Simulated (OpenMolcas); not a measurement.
**Ce²⁺ among point charges: CASSCF levels and susceptibility**

How does a field of 8 point charges split the states of Ce²⁺, and what χT follows?

Method: state-averaged CASSCF, spin-orbit coupling by RASSI with atomic mean-field integrals. Code: OpenMolcas 26.06.

1 further run of the same task is left out (it didn't finish).

### 1 The system

- Species: Ce²⁺ (cerium, Z = 58, 56 electrons)
- Basis: ANO-RCC-VDZP [7s6p4d2f1g], 68 functions
- Scalar Hamiltonian: DKH2, point nucleus
- Inactive shells: 1s 2s 2p 3s 3p 3d 4s 4p 4d 5s 5p
- Active space: 2 electrons in 7 orbitals (4f)
- Some configurations of this space: 4f²
- Orbitals: optimised for the highest spin of each parity, averaged over all roots

The outer shells:

4f2
```
4f [↑ ][↑ ][  ][  ][  ][  ][  ]
```

The ion sits among 8 point charges of -1.5 e arranged as a square antiprism (D4d), 2.28 Å from the ion, with a polar angle of 61.3° against the regular 57.3°. The active orbitals were held to one l.

The work runs as a chain of OpenMolcas steps in one folder; each step below is one input file. Labels, J, g values, rates, χT and fits are worked out afterwards by a script from the matrices that RASSI stores.

### 2 GATEWAY and SEWARD: basis and integrals

Contents of a.inp:

```
&GATEWAY
Coord
1

Ce 0.0 0.0 0.0
Basis=ANO-RCC-VDZP
Group=NoSym
NoMove
AngMom=0.0 0.0 0.0
AMFI
XField
8 Angstrom 0
1.847855 0.765406 1.094526 -1.500000
-0.765406 1.847855 1.094526 -1.500000
-1.847855 -0.765406 1.094526 -1.500000
0.765406 -1.847855 1.094526 -1.500000
1.847855 -0.765406 -1.094526 -1.500000
0.765406 1.847855 -1.094526 -1.500000
-1.847855 0.765406 -1.094526 -1.500000
-0.765406 -1.847855 -1.094526 -1.500000
&SEWARD
```

The run is started by

```
OMP_NUM_THREADS=1 MOLCAS_MEM=2252 MOLCAS_PROJECT=a pymolcas a.inp > a.log
```

### 3 Reference wave functions, triplets, 21 roots

Contents of a.inp:

```
&RASSCF
FileOrb=start.orb
Symmetry=1
Spin=3
nActEl=2 0 0
Inactive=27
Ras2=7
CIRoot=21 21 1
SDav=21
CIMx=300
Iter=120 100
PrWF=0.3
OrbListing=Nothing
MaxOrb=0
SupSym
1
14 28 29 30 31 32 33 34 53 54 55 56 57 58 59
>>> COPY $Project.JobIph JOB001
```

start.orb holds the contracted functions of the basis, ordered by shell, or the orbitals of the step before.

### 4 Reference wave functions, singlets, 28 roots

Contents of a.inp:

```
&RASSCF
FileOrb=start.orb
Symmetry=1
Spin=1
nActEl=2 0 0
Inactive=27
Ras2=7
CIRoot=28 28 1
SDav=28
CIMx=300
Iter=120 100
PrWF=0.3
OrbListing=Nothing
MaxOrb=0
CIOnly
SupSym
1
14 28 29 30 31 32 33 34 53 54 55 56 57 58 59
>>> COPY $Project.JobIph JOB002
```

### 5 RASSI: spin-orbit coupling between the states

Contents of a.inp:

```
&RASSI
NrOfJobIphs=2 21 27
1 2 3 4 5 6 7 8 9 10 11 12 13 14 15 16 17 18 19 20 21
1 2 3 4 5 6 7 8 9 10 11 12 13 14 15 16 17 18 19 20 21 22 23 24 25 26 27
IphNames
JOB001
JOB002
EJob
SpinOrbit
DIPRint=1.0
SOCoupling=1000.0
Subsets=2
Property=9
'ANGMOM' 1 'ANGMOM' 2 'ANGMOM' 3 'MLTPL  1' 1 'MLTPL  1' 2 'MLTPL  1' 3
'AMFI' 1 'AMFI' 2 'AMFI' 3
SOProperty=3
'ANGMOM' 1 'ANGMOM' 2 'ANGMOM' 3
```

**Question.** What will these runs give? Wanted: spin-free ground state; first state of the same spin within the active space; lowest level; next level.

**Answer**, as computed:

```
                                            quantity                                value
                                              method                               CASSCF
                              spin-free ground state  triplet, 1-fold in its orbital part
first state of the same spin within the active space                  triplet at 662 cm⁻¹
                                        lowest level                               1-fold
                                          next level                           337.1 cm⁻¹
                                         χT at 300 K                       0.99 cm³ K/mol
                           effective moment at 300 K                              2.81 μB
```

The spin-free ground state (triplet) comes to 88 % from free-ion H terms and keeps the highest spin of the shell. The singlets rest on orbitals optimised for another spin in at least one step, which raises them against the optimised states. Not all states of the active space went into the spin-orbit step. Point charges carry no covalency, so the field is a model and not that of real ligands.
